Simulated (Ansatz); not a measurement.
# F4H3HfN: the cost of one run

Program: Ansatz 0.2.0. Level of theory: RKS PBE0/def2-SVP. These are calculated values, not measurements.

### 1 The starting structure

Bond lengths: Hf1–N2 2.560 Å, N2–H3 1.060 Å, N2–H4 1.060 Å, Hf1–F5 1.980 Å, Hf1–F6 1.979 Å, Hf1–F7 1.979 Å, Hf1–F8 2.280 Å, Hf1–H9 2.405 Å. Angles (14 of 18 angles, heavy atoms first): N2–Hf1–F5 109.4°, N2–Hf1–F6 109.5°, N2–Hf1–F7 109.5°, N2–Hf1–F8 71.6°, F5–Hf1–F6 109.5°, F5–Hf1–F7 109.5°, F5–Hf1–F8 178.9°, F6–Hf1–F7 109.5°, F6–Hf1–F8 69.8°, F7–Hf1–F8 70.1°, Hf1–N2–H3 120.0°, Hf1–N2–H4 120.0°, N2–Hf1–H9 36.3°, F5–Hf1–H9 145.8°.

As a file:

```xyz
9

Hf    0.0000    0.0000    0.0000
N     0.0000    0.0000    2.5600
H    -0.8770   -0.2713    3.0900
H     0.8770    0.2713    3.0900
F     1.8671    0.0000   -0.6593
F    -0.9326    1.6157   -0.6593
F    -0.9326   -1.6157   -0.6593
F    -2.1637    0.0069    0.7189
H    -1.4250    0.0045    1.9368
```

### 2 A restrained relaxation towards end A

Springs on the bonds that form and break draw the guess towards this end; the thresholds are loose.

The input, input.yaml:

```yaml
crystal:
  periodic: [false, false, false]
  atoms:
    - { symbol: Hf, position_ang: [0.0, 0.0, 0.0] }
    - { symbol: "N", position_ang: [0.0, 0.0, 2.56] }
    - { symbol: H, position_ang: [-0.877, -0.2713, 3.09] }
    - { symbol: H, position_ang: [0.877, 0.2713, 3.09] }
    - { symbol: F, position_ang: [1.8671, 0.0, -0.6593] }
    - { symbol: F, position_ang: [-0.9326, 1.6157, -0.6593] }
    - { symbol: F, position_ang: [-0.9326, -1.6157, -0.6593] }
    - { symbol: F, position_ang: [-2.1637, 0.0069, 0.7189] }
    - { symbol: H, position_ang: [-1.425, 0.0045, 1.9368] }
basis:
  gaussian: { orbitals: def2-SVP }
hamiltonian:
  xc: pbe0
relax:
  f_tol: 0.15
  max_steps: 25
  restrain:
    - { distance: [0, 7], at: 3.18, k: 30.0 }
    - { distance: [8, 1], at: 2.26, k: 30.0 }
    - { distance: [0, 1], at: 2.21, k: 30.0 }
    - { distance: [8, 7], at: 0.92, k: 30.0 }
```

The run is started by

```sh
ansatz run input.yaml --threads 4 --pin off --max-ram 5120MiB --backend cpu --events-out ev --progress --plain --runs-dir out
```

Q: Estimate wall time and peak memory on 4 threads of Arm Neoverse V2, shared host.

About 26 s, with a peak of 0.28 GiB.
